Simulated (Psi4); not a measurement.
# CH3AlF2 (SMILES [CH3][Al]([F])[F]), step by step

We compute a geometry optimisation (TPSSh-D3(BJ)/def2-SVP), then vibrational wavenumbers of CH3AlF2. 

The results are computed with Psi4 1.11.

**1. Starting point**

CH3AlF2 has 7 atoms, charge 0, and is taken as a singlet. As SMILES, `[CH3][Al]([F])[F]`. Geometry: relaxed at PBE0-D4/def2-TZVP. The run starts from this shape.

Bond lengths: C1–Al2 1.926 Å, Al2–F3 1.644 Å, Al2–F4 1.644 Å, C1–H5 1.091 Å, C1–H6 1.093 Å, C1–H7 1.093 Å. Angles: C1–Al2–F3 121.5°, C1–Al2–F4 122.4°, F3–Al2–F4 116.1°, Al2–C1–H5 111.8°, Al2–C1–H6 110.6°, Al2–C1–H7 110.6°, H5–C1–H6 108.4°, H5–C1–H7 108.4°, H6–C1–H7 106.8°.

**2. A geometry optimisation at TPSSh-D3(BJ)/def2-SVP (density fitting) (run 1)**

File calc.in:

```
memory 1600 MB

molecule {
  0 1
  C     -0.253600     0.825900    -0.238700
  Al     0.293100    -0.956200     0.245500
  F      1.513200    -1.219500     1.315500
  F     -0.423400    -2.297600    -0.378600
  H     -1.075800     0.816000    -0.956100
  H     -0.573400     1.384500     0.645100
  H      0.581100     1.378900    -0.678200
}

set globals {
  geom_maxiter 60
}

e = optimize('tpssh-d3(bj)/def2-SVP')
print_variables()
```

Started as:

```
$ psi4 -n 1 calc.in calc.out
```

calc.out:

```text
[...]
  Running in c1 symmetry.
[...]
  Nuclear repulsion =  156.129290440206518
[...]
  Multiplicity = 1
[...]
  Nalpha       = 20
  Nbeta        = 20
[...]
    Number of basis functions: 75
[...]
   @DF-RKS iter   1:  -481.56722177274236   -4.79137e-01   1.21039e-02 DIIS/ADIIS
[...]
   @DF-RKS iter   7:  -481.93093582237623    7.95808e-13   5.63526e-09 DIIS
[...]
  @DF-RKS Final Energy:  -481.93093582237623
   => Energetics <=
    Nuclear Repulsion Energy =            154.5297951322575045
    One-Electron Energy =                -977.2455436391792318
    Two-Electron Energy =                 382.5812577519262163
    DFT Exchange-Correlation Energy =     -41.7925913746564532
    Empirical Dispersion Energy =          -0.0038536927242562
    VV10 Nonlocal Energy =                  0.0000000000000000
    Total Energy =                       -481.9309358223762274
[...]
 Multipole Moments:
 ------------------------------------------------------------------------------------
     Multipole            Electronic (a.u.)      Nuclear  (a.u.)        Total (a.u.)
 ------------------------------------------------------------------------------------
 L = 1.  Multiply by 2.5417464519 to convert [e a0] to [Debye]
 Dipole X            :          2.0895263           -2.3278363           -0.2383101
 Dipole Y            :         -6.8335325            7.6338922            0.8003597
 Dipole Z            :          1.8443296           -2.0619224           -0.2175928
 Magnitude           :                                                    0.8629682
[...]
  -Total Gradient:
     Atom            X                  Y                   Z
    ------   -----------------  -----------------  -----------------
       1       -0.000073735056    -0.000041718727     0.000047203912
       2        0.000064332927     0.000071098576    -0.000230993433
       3       -0.000050863665    -0.000059816703     0.000039436918
       4       -0.000164412455    -0.000060353895    -0.000059550536
       5        0.000004194765     0.000015299831     0.000012187537
       6       -0.000006145253    -0.000019350328    -0.000047886556
       7       -0.000022752632    -0.000072193271     0.000017401146
[...]
    Final optimized geometry and variables:
    Molecular point group: c1
    Full point group: C1
    Geometry (in Angstrom), charge = 0, multiplicity = 1:
    C           -0.565794725047     1.830201462963    -0.501022112531
    AL          -0.013531979369     0.038885265655    -0.013746830541
    F            1.218972842441    -0.238489731769     1.070252158638
    F           -0.735742250093    -1.323388559658    -0.639844929440
    H           -1.395846555469     1.825576278183    -1.224867325478
    H           -0.889449771321     2.394520968964     0.390228609698
    H            0.275067144227     2.389771936040    -0.945307226034
  Variable Map:
  ----------------------------------------------------------------------------
  "CURRENT ENERGY"                            =>    -481.930935822376
[...]
```

The script printed:

```text
Optimizer: Optimization complete!
```

Run time: 1.8 min. Hardware: 1 thread of AMD EPYC, shared host; peak memory 0.93 GiB.

Steps, from the record of the run:

```csv
step,energy from the first frame kept (eV),largest force (eV/Å)
0,0.0000,0.6801
1,-0.0192,0.1830
2,-0.0200,0.0428
3,-0.0200,0.0133
4,-0.0200,0.0129
```

After the run. Bond lengths: C1–Al2 1.937 Å, Al2–F3 1.665 Å, Al2–F4 1.664 Å, C1–H5 1.101 Å, C1–H6 1.103 Å, C1–H7 1.103 Å. Angles: C1–Al2–F3 121.9°, C1–Al2–F4 122.6°, F3–Al2–F4 115.5°, Al2–C1–H5 112.1°, Al2–C1–H6 110.7°, Al2–C1–H7 110.7°, H5–C1–H6 108.2°, H5–C1–H7 108.2°, H6–C1–H7 106.8°.

**3. The harmonic vibrations at TPSSh-D3(BJ)/def2-SVP (density fitting) (run 2)**

File ch3alf2.xyz:

```xyz
7
CH3AlF2
C     -0.259638     0.841464    -0.244000
Al     0.292625    -0.949853     0.243275
F      1.525130    -1.227228     1.327274
F     -0.429586    -2.312126    -0.382823
H     -1.089690     0.836838    -0.967845
H     -0.583293     1.405783     0.647251
H      0.581224     1.401034    -0.688285
```

File ch3alf2.py:

```python
import psi4

psi4.set_memory('1600 MB')
psi4.set_num_threads(1)
psi4.core.set_output_file('ch3alf2.out', False)

with open('ch3alf2.xyz') as f:
    atoms = ''.join(f.readlines()[2:])
geom = psi4.geometry('0 1\n' + atoms + '')

psi4.set_options({
    'basis': 'def2-SVP',
    't': 900.0,
    'rotational_symmetry_number': 1,
})

E = psi4.frequencies("tpssh-d3bj2b", molecule=geom)
print(f'tpssh-d3bj2b energy: {E:.10f} Eh')
for k in ('ZPVE', 'ENTHALPY', 'GIBBS FREE ENERGY'):
    print(f'{k}: {psi4.variable(k):.8f} Eh')
```

Started as:

```
$ python ch3alf2.py
```

ch3alf2.out:

```text
[...]
  Running in c1 symmetry.
[...]
  Nuclear repulsion =  154.529789770587485
[...]
  Multiplicity = 1
[...]
  Nalpha       = 20
  Nbeta        = 20
[...]
    Number of basis functions: 75
[...]
   @DF-RKS iter   1:  -481.57252011524076   -5.15587e-01   1.20085e-02 DIIS/ADIIS
[...]
   @DF-RKS iter  11:  -481.93093392527271    1.13687e-13   1.58823e-09 DIIS
[...]
  @DF-RKS Final Energy:  -481.93093392527271
   => Energetics <=
    Nuclear Repulsion Energy =            154.5216693666669130
    One-Electron Energy =                -977.2301301857517046
    Two-Electron Energy =                 382.5732667350312113
    DFT Exchange-Correlation Energy =     -41.7918862356674126
    Empirical Dispersion Energy =          -0.0038536055517071
    VV10 Nonlocal Energy =                  0.0000000000000000
    Total Energy =                       -481.9309339252727113
[...]
  -Total Gradient:
     Atom            X                  Y                   Z
    ------   -----------------  -----------------  -----------------
       1       -0.000162770001    -0.000624427668    -0.000389165101
       2        0.000043243173     0.000078635999    -0.000205594392
       3       -0.000046186871    -0.000060694079     0.000035666752
       4       -0.000161280533    -0.000056782650    -0.000063053547
       5        0.000090224618     0.000020997669    -0.000074669417
       6       -0.000320789054     0.000365678921     0.000809781474
       7        0.000308177872     0.000109559854    -0.000335082370
[...]
  ==> Harmonic Vibrational Analysis <==
[...]
  Freq [cm^-1]                 30.3920i            194.7948            233.5278
[...]
  IR activ [km/mol]             0.0000              6.6479             49.0844
[...]
  Freq [cm^-1]                 246.3071            590.1791            669.6968
[...]
  IR activ [km/mol]            37.4904              2.1828             81.0160
[...]
  Freq [cm^-1]                 702.1038            840.6084            940.2917
[...]
  IR activ [km/mol]            25.0929             129.6784            150.1614
[...]
  Freq [cm^-1]                1237.7606           1443.7543           1447.8336
[...]
  IR activ [km/mol]            16.4404              1.5953              1.0790
[...]
  Freq [cm^-1]                3028.3962           3113.2442           3134.5554
[...]
  IR activ [km/mol]             2.0411              2.8578              3.8700
[...]
  Total E_0, Enthalpy at 0 [K]                                                         -481.89033192 [Eh]
[...]
  Total H, Enthalpy at  900.00 [K]                                                     -481.86174014 [Eh]
[...]
  Total G, Gibbs energy at  900.00 [K]                                                 -482.00081311 [Eh]
[...]
```

The script printed:

```text
Warning: thermodynamics relations excluded imaginary frequencies: ['30.3920i']
Warning: used thermodynamics relations inappropriate for low-frequency modes: ['194.7948' '233.5278' '246.3071' '590.1791']
tpssh-d3bj2b energy: -481.9309358224 Eh
ZPVE: 0.04060390 Eh
ENTHALPY: -481.86174014 Eh
GIBBS FREE ENERGY: -482.00081311 Eh
```

It took 15 min on 1 thread of AMD EPYC, shared host; peak memory 0.88 GiB.

**4. Outcome**

| quantity | value |
| --- | --- |
| run 1, TPSSh-D3(BJ)/def2-SVP: total energy at the end | -481.93094 Eh |
| run 1, TPSSh-D3(BJ)/def2-SVP: dipole moment | 2.19 D |
| run 1, TPSSh-D3(BJ)/def2-SVP: HOMO energy | -8.49 eV |
| run 1, TPSSh-D3(BJ)/def2-SVP: LUMO energy | -0.68 eV |
| run 1, TPSSh-D3(BJ)/def2-SVP: HOMO–LUMO gap | 7.82 eV |
| run 1, TPSSh-D3(BJ)/def2-SVP: dispersion energy | -10.12 kJ/mol |
| run 2, TPSSh-D3(BJ)/def2-SVP: lowest harmonic wavenumber | 30i cm⁻¹ (imaginary) |
| run 2, TPSSh-D3(BJ)/def2-SVP: highest harmonic wavenumber | 3135 cm⁻¹ |

In words: The optimisation (run 1, TPSSh-D3(BJ)/def2-SVP) took 5 steps and changed the energy by -0.020 eV. 1 mode is imaginary (lowest 30i cm⁻¹); so small a value may be numerical noise or a very soft motion.
